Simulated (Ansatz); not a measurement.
BrH2NSi, SMILES N[Si]Br: the interaction energy of a dimer with the counterpoise correction, run with Ansatz's Python interface.

The script, `brh2nsi_dimer.py`:
```python
'''Binding of a BrH2NSi dimer at a trial geometry.'''

import ansatz as az

BASIS_SET = 'def2-SVP'
FUNCTIONAL = 'pbe'

FIRST = [
    ('N', (-0.7624, 0.3104, -0.2753)),
    ('Si', (-0.3218, -0.6858, 0.9693)),
    ('Br', (1.8403, -0.8424, 0.7207)),
    ('H', (-0.2429, 1.2543, -0.2135)),
    ('H', (-0.5133, -0.0366, -1.2011)),
]
SECOND = [
    ('N', (-1.0039, 2.9589, 1.7653)),
    ('Si', (-1.0906, 4.5694, 1.399)),
    ('Br', (-1.9944, 4.5654, -0.587)),
    ('H', (-1.9818, 2.5038, 1.7277)),
    ('H', (-0.4598, 2.4052, 1.1043)),
]

def energy(atoms, ghosts=()):
    molecule = az.Crystal.molecule()
    for symbol, xyz in atoms:
        molecule = molecule.atom(symbol, xyz)
    calc = (
        molecule.calculation()
        .basis(gaussian=BASIS_SET)
        .functional(FUNCTIONAL)
        .scf(lower_state_search='off')
    )
    deck = calc.input()
    if ghosts:
        deck = deck.set(az.key.basis.gaussian.ghost_atoms, [{'symbol': s, 'position_ang': list(xyz)} for s, xyz in ghosts])
    return az.Session.from_dict(deck).plan().execute().report['free_energy_ev']

# monomers in their own basis and in the basis of the dimer
both = energy(FIRST + SECOND)
alone = energy(FIRST) + energy(SECOND)
ghosted = energy(FIRST, SECOND) + energy(SECOND, FIRST)
print(f'dimer {both:.6f} eV')
print(f'interaction, uncorrected   {(both - alone):8.3f} eV')
print(f'interaction, counterpoise  {(both - ghosted):8.3f} eV')
print(f'basis-set superposition    {(alone - ghosted):8.3f} eV')
```

How large is the interaction at this pose, and how much of it is basis-set superposition?

Uncorrected it is 0.063 eV, with the counterpoise correction 0.124 eV; the difference, 0.06 eV, is the superposition error. In this basis both values are repulsive.

The output:

Running `python brh2nsi_dimer.py` prints:
```text
dimer -158836.305337 eV
interaction, uncorrected      0.063 eV
interaction, counterpoise     0.124 eV
basis-set superposition       0.061 eV
```

Reading the output:
- These settings explore the input space; basis and method may be short of convergence.
- The dimer is a generated trial pose of unrelaxed monomers, not a minimum, so the figure is no binding energy, and the basis set is small.
- This level lacks the dispersion part of the attraction (electrostatics and induction are there), which can decide the sign where the interaction is weak.
- Run time: 11 s on 1 thread of Arm Neoverse V2, with other jobs on the host, peak memory 0.25 GiB.

(Lines on the test bed's own set-up are left out of the output.)
